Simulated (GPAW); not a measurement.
**Ge3Pd: equation of state with PBE**

Crystal: Ge3Pd.

```
CELL_PARAMETERS angstrom
4.14202 0.00000 0.00000
0.00000 4.14202 0.00000
0.00000 0.00000 4.14202
ATOMIC_POSITIONS crystal
Pd 0.00000 0.00000 0.00000
Ge 0.50000 0.50000 0.00000
Ge 0.50000 0.00000 0.50000
Ge 0.00000 0.50000 0.50000
```

The cell comes from a database or a generator and needn't be the stable form of this composition.

```
Program             : GPAW 26.7.0
Task                : equation of state
Functional          : PBE
Potentials or basis : GPAW PAW data sets (gpaw-data 1.2.1)
Cutoff              : 600 eV
Basis               : pw
k mesh              : 7 × 7 × 7
Occupations         : fermi-dirac, width 0.05 eV
Spin                : no spin polarisation
Maxiter             : 150
Eos scales          : [0.94, 0.96, 0.98, 1.0, 1.02, 1.04, 1.06]
```

```json
{"Equilibrium volume": "17.72 Å³/atom", "Bulk modulus": "87 GPa", "Pressure derivative of the bulk modulus": "5.2"}
```

Energy against volume, from the lowest point:
```tsv
volume (Å³/atom)	energy (meV/atom)
16.700	18.13
17.055	7.36
17.410	1.51
17.766	0.00
18.121	2.31
18.476	8.01
18.831	16.71
```

Wall time 2.4 min on 1 thread of Arm Neoverse V2, on a shared host, peak memory 0.25 GiB.
